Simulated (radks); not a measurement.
# Valence configurations of Ta

One table from this session's results is given with a row withheld; the runs are named, their logs left out.

Method: scalar-relativistic Kohn-Sham, PBEsol, spin-polarised, spherical densities, finite nucleus; open shells are filled with parallel spins first. Code: radks (a radial shooting solver on a logarithmic mesh, Libxc functionals) version 1.

## The atom as given

```
element            : tantalum (Z = 73)
charge             : 0
electrons          : 73
configuration      : [Xe] 4f14 5d3 6s2
nuclear rms radius : 5.3507 fm
others tried       : 4f13 5d4 6s2; 4f13 5d3 6s2 6p1; 4f14 5d3 6s1 6p1; 4f14 5d4 6s1; 4f14 5d2 6s2 6p1; 4f14 5d3 6s1.5 6p0.5; 4f11 5d4 6s2 6p2; 4f14 6s2 6p3; 4f12 5d5 6s2
```

Outer shells as boxes (Hund's rule):

Ta
```
[Xe] core
4f [↑↓][↑↓][↑↓][↑↓][↑↓][↑↓][↑↓]
5d [↑ ][↑ ][↑ ][  ][  ]
6s [↑↓]
```

The first run:

Input:

```text
Z 73
configuration [Xe] 4f14 5d3 6s2
relativity scalar-relativistic
functional pbe_sol,pbe_sol
spin polarised
nucleus finite rms 5.3507 fm
c 137.035999084
```

Among the steps run: [Xe] 4f14 5d3 6s2.

One of the session's tables, all rows but one given; the rest of the session is left out.

It belongs to the step «[Xe] 4f14 5d3 6s2». Sizes of the orbitals, from the radial functions (bohr):

| level | <r> | outermost maximum (interpolated) | 90 % within | nodes |
| --- | --- | --- | --- | --- |
| 5p up | 1.299 | 1.13 | 1.91 | 3 |
| 5p down | 1.289 | 1.12 | 1.89 | 3 |
| 4f up | 0.6418 | 0.441 | 1.08 | 0 |
| 4f down | ? | ? | ? | ? |
| 6s up | 3.221 | 2.73 | 4.76 | 5 |
| 6s down | 3.415 | 2.84 | 5.11 | 5 |
| 5d up | 2.211 | 1.59 | 3.58 | 2 |
| 5d down | 2.360 | 1.58 | 3.95 | 2 |

Q: Estimate the row for 4f down from the others.

**Answer.** <r>: 0.6373; outermost maximum (interpolated): 0.441; 90 % within: 1.07; nodes: 0. In the column «<r>» it is the lowest.
